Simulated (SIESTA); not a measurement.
The system is Ba2Tl5V3O12.

```xyz
22
Lattice="6.4899 -6.6769 -0.0476 6.4899 6.6769 -0.0476 -1.9674 0.0000 5.7522" Properties=species:S:1:pos:R:3 pbc="T T T"
Ba    6.4899    0.2782   -0.0476
Ba    6.4899   -3.9079   -0.0476
V     9.8970    1.9304    1.4039
V     1.1155    1.9304    4.2530
V     5.5062   -0.9938    2.8285
Tl    7.5378    2.3899    3.6011
Tl    3.4747    2.3899    2.0558
Tl    5.5062    6.4755    2.8285
Tl    2.4016   -1.2210    1.2385
Tl    8.6109   -1.2210    4.4184
O     0.8627    1.7317    2.5341
O     6.4815    0.0639    3.8372
O     7.0413   -3.2392    4.8045
O     8.1926    1.8299    1.1215
O     6.5476   -1.8120    1.7511
O     0.1757    0.7388    5.0824
O     4.4649   -1.8120    3.9058
O    10.8367    0.7388    0.5745
O     3.9711   -3.2392    0.8524
O     2.8198    1.8299    4.5354
O    10.1497    1.7317    3.1228
O     4.5309    0.0639    1.8197
```

The cell was built by a generator and needn't be a form met in nature.

Base run:

```yaml
Program: SIESTA 5.4.2
Functional: PBE
Potentials_or_basis: PseudoDojo 0.4 standard (PBE files)
Basis: DZP (energy shift 0.003 Ry; two zetas on semicore shells; d shell added on Ba)
Grid_cutoff: 800 Ry
Energy_shift: 0.003 Ry
k_mesh: 3 × 3 × 5
Occupations: fermi-dirac, width 0.05 eV
Spin: collinear spin, ferromagnetic start
Starting_moments: "[0.0, 0.0, 2.0, 2.0, 2.0, 0.0, 0.0, 0.0, 0.0, 0.0, 0.0, 0.0, 0.0, 0.0, 0.0, 0.0, 0.0, 0.0, 0.0, 0.0, 0.0, 0.0] μB"
```

Its results: band gap on the k mesh 2.83 eV, indirect (least direct gap 2.89 eV); pressure 1.1 GPa; net moment 0.00 μB per cell; largest force 0.363 eV/Å.

Q: The run is repeated on the same cell with these changes: hubbard terms from none to V d U = 6 eV. What comes out?

A: Band gap on the k mesh 2.91 eV, indirect (least direct gap 2.98 eV); pressure 2.2 GPa; net moment 0.00 μB per cell; largest force 0.804 eV/Å.

The U term pushes filled and empty states of the shell apart.

Caveats: this set's barium file shifts pressures by up to 1 GPa against other sets; spin-orbit coupling is left out, which as a rule narrows the gap of such compounds by several tenths of an eV; an odd mesh through Γ misses points on the zone boundary, where band edges often lie; the basis of atomic orbitals isn't converged, which shifts pressures, moduli and gaps.

Not every run made on this cell is shown here.
